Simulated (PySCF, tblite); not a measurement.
# C6H6F3O radical: geometry, infrared bands and EPR parameters

Wanted: the infrared bands and EPR parameters of C6H6F3O radical (`[CH2]O/C=C(/C)C(F)=C(F)F`), by calculation.

Programs: tblite 0.8.0 and PySCF 2.14.0, with density-fitted response routines of our own. Each step states its level of theory. These are calculated values for one molecule in the gas phase, unless marked as measured. Atoms are numbered from 0 throughout.

## 1. The starting structure

16 atoms, charge 0, multiplicity 2; geometry from: force field or distance geometry start.

Bonds of the start (Å): C0–O1 1.42, O1–C2 1.40, C2–C3 1.33, C3–C4 1.51, C3–C5 1.46, C5–F6 1.37, C5–C7 1.34, C7–F8 1.37, C7–F9 1.37, C0–H10 1.10, C0–H11 1.10, C2–H12 1.06, C4–H13 1.10, C4–H14 1.12, C4–H15 1.09.

## 2. Relaxing the molecule with GFN2-xTB

The job: settings as JSON, then the geometry in Å.

```
{"job": {"kind": "relax", "xc": "GFN2-xTB", "basis": "xTB"}, "charge": 0, "multiplicity": 2}
C      2.954800     0.920500    -0.247900
O      1.541200     0.874600    -0.180400
C      0.936100    -0.388500    -0.072400
C     -0.368300    -0.505400     0.169700
C     -1.001300    -1.872700     0.281000
C     -1.245600     0.648500     0.374600
F     -1.414300     1.166900     1.633400
C     -1.859300     1.208900    -0.672000
F     -2.676800     2.289500    -0.480200
F     -1.694500     0.687600    -1.931300
H      3.411700     1.388800     0.637200
H      3.339300     1.339800    -1.189800
H      1.560700    -1.234100    -0.211300
H     -1.646400    -1.833300     1.171100
H     -1.601300    -2.030500    -0.649000
H     -0.243700    -2.651500     0.397400
```

On the command line:

```bash
OMP_NUM_THREADS=1 python probes_run.py task.json out
```

One launch serves the whole session: the jobs run in the order shown.

**Question.** This job is followed by: GFN2-xTB harmonic vibrations, gas phase; UKS B3LYP, pcH-1 on C F H O, non-relativistic, mean-field spin-orbit, GIAO. What will the session give for the following? strongest single infrared mode (GFN2-xTB); zero-point energy (GFN2-xTB); g(iso) (B3LYP); ⟨S²⟩; largest a(iso) (averaged by class); potential on the surface of density 0.002 e/bohr³, 1st and 99th percentile.

As calculated:

| quantity | value |
| --- | --- |
| strongest single infrared mode (GFN2-xTB) | 1205 cm⁻¹, 209 km/mol |
| zero-point energy (GFN2-xTB) | 65.8 kcal/mol |
| g(iso) (B3LYP) | 2.00304 |
| ⟨S²⟩ | 0.761 (exact 0.75) |
| largest a(iso) (averaged by class) | 13C on C0, 77.8 MHz |
| potential on the surface of density 0.002 e/bohr³, 1st and 99th percentile | -0.78 V and 1.34 V |

In words: The optimisation took 139 steps and gained 1.242 eV; among the close pairs (by a distance rule), C0–O1 changed most, from 1.416 to 1.316 Å. No mode is imaginary among the 42: a minimum at this level. The strongest single mode, at 1205 cm⁻¹, moves mainly C7. Unscaled tight-binding wavenumbers are off by several per cent, some by more. Its intensities can rank the bands wrongly. Most of the unpaired spin sits on C0 (0.91 e). The isotropic g lies 0.7 ppt above the free-electron value. The conformer search found further structures of the same energy, which may be mirror or relabelled copies of this one.
